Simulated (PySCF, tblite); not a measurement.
# C5H3BF2: geometry, infrared bands and NMR shifts

Aim: predict the infrared bands and NMR shifts of C5H3BF2 (`C#C[C@H]1C=C1B(F)F`).

Computed with tblite 0.8.0 and PySCF 2.14.0, with density-fitted response routines of our own, on a single molecule in the gas phase. Atoms count from 0, in the outputs and in this text.

### 1 The molecule as given

11 atoms, charge 0, multiplicity 1; geometry from: force field or distance geometry start.

Bonds of the start (Å): C0–C1 1.21, C1–C2 1.49, C2–C3 1.47, C3–C4 1.34, C4–B5 1.55, B5–F6 1.46, B5–F7 1.47, C4–C2 1.49, C0–H8 1.06, C2–H9 1.11, C3–H10 1.09.

### 2 Optimising the geometry with GFN2-xTB

What the job is given:

```
{"job": {"kind": "relax", "xc": "GFN2-xTB", "basis": "xTB"}, "charge": 0, "multiplicity": 1}
C     -0.017800     2.260900    -1.378600
C     -0.485400     1.323700    -0.778000
C     -1.004400     0.160100    -0.010400
C     -0.810300    -1.187100    -0.571300
C     -0.006500    -0.842200     0.444400
B      1.152100    -1.116700     1.443000
F      1.549700    -0.062800     2.374300
F      2.283600    -1.965700     1.054700
H      0.392700     3.088300    -1.902300
H     -1.934200     0.300700     0.585400
H     -1.114100    -1.956400    -1.287100
```

Launch:

```bash
$ OMP_NUM_THREADS=1 python probes_run.py task.json out
```

One launch serves the whole session: the jobs run in the order shown.

**Question.** This job is followed by: GFN2-xTB harmonic vibrations, gas phase; GIAO PBE0/pcSseg-1 NMR shielding, non-relativistic, gas phase. Predict these results of the whole session: strongest single infrared mode (GFN2-xTB); zero-point energy (GFN2-xTB); ¹³C shifts against TMS (PBE0/pcSseg-1); ¹H shifts against TMS (PBE0/pcSseg-1); ¹¹B shifts against BF3·OEt2 (PBE0/pcSseg-1); ¹⁹F shifts against CFCl3 (PBE0/pcSseg-1, means over atoms taken as alike).

The runs gave:

| quantity | value |
| --- | --- |
| strongest single infrared mode (GFN2-xTB) | 1253 cm⁻¹, 413 km/mol |
| zero-point energy (GFN2-xTB) | 40.1 kcal/mol |
| ¹³C shifts against TMS (PBE0/pcSseg-1) | 152.8, 119.6, 93.0, 68.9, 8.4 ppm |
| ¹H shifts against TMS (PBE0/pcSseg-1) | 8.63, 2.34, 1.08 ppm |
| ¹¹B shifts against BF3·OEt2 (PBE0/pcSseg-1) | 21.3 ppm |
| ¹⁹F shifts against CFCl3 (PBE0/pcSseg-1, means over atoms taken as alike) | -75.4 ppm |

What this shows: The optimisation took 90 steps and gained 1.008 eV; among the close pairs (by a distance rule), B5–F7 changed most, from 1.467 to 1.321 Å. No mode is imaginary among the 27: a minimum at this level. The strongest single mode, at 1253 cm⁻¹, moves mainly B5. GFN2-xTB is a fitted tight-binding method: band positions and strengths are rough. Its intensities can rank the bands wrongly.
